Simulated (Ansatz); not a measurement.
**HfNH (triplet): from Hartree-Fock to the top rungs, def2-QZVPP**

One table from this session's results is given with a row withheld; the runs are named, their logs left out.

Program: Ansatz 0.2.0, Gaussian basis. Level of theory: def2-QZVPP, core rule «outside noble gas», up to 5 orbitals frozen. These are calculated values, not measurements.

The runs, in order: UHF; ROHF; CCSD(T) on UHF.

2 further runs of the same task are left out: 2 set aside as unsound or not needed. Runs told in other sessions of the task aren't counted.

## The system

The geometry is a PBE0/def2-TZVP stationary point (not a proven minimum) of the parent state, kept for this charge and spin. No spin-orbit coupling is included. Elements past krypton take def2 core potentials.

3 atoms, charge 0, spin multiplicity 3.

Atoms are counted from 1 here; the program's logs count them from 0.

Bond lengths: Hf1–N2 1.777 Å, N2–H3 1.009 Å. Angles: Hf1–N2–H3 180.0°.

Coordinates:

```xyz
3
HHfN
Hf    0.0000    0.0000    1.5208
N     0.0000    0.0000   -0.2559
H     0.0000    0.0000   -1.2650
```

The first run:

Input file in.yaml:

```yaml
crystal:
  periodic: [false, false, false]
  atoms:
    - {symbol: Hf, position_ang: [0.000000, 0.000000, 1.520826]}
    - {symbol: N, position_ang: [0.000000, 0.000000, -0.255871]}
    - {symbol: H, position_ang: [0.000000, 0.000000, -1.264955]}
basis:
  gaussian: {orbitals: "def2-QZVPP.json"}
magnetization: {spin_polarized: true, initial_magnetization: 2}
hamiltonian: {xc: hf}
output: {orbitals: {seedname: orbitals}}
```

The run is started by

```console
> ansatz run in.yaml --threads 1 --pin off --events-out ev --progress --plain --max-ram 4096MiB --backend cpu
```

Among the steps run: UHF; ROHF; CCSD(T) on UHF.

One of the session's tables, all rows but one given; the rest of the session is left out.

```
  method  from UCCSD(T) (kJ/mol)
    ROHF                  +856.4
     UHF                       ?
    UMP2                   +39.9
   UCCSD                   +49.8
UCCSD(T)                       0
```

**Question.** Estimate the row for UHF.

**Answer.** from UCCSD(T) (kJ/mol): +845.9. In the column «from UCCSD(T) (kJ/mol)» it lies between UCCSD (+49.8) and ROHF (+856.4).
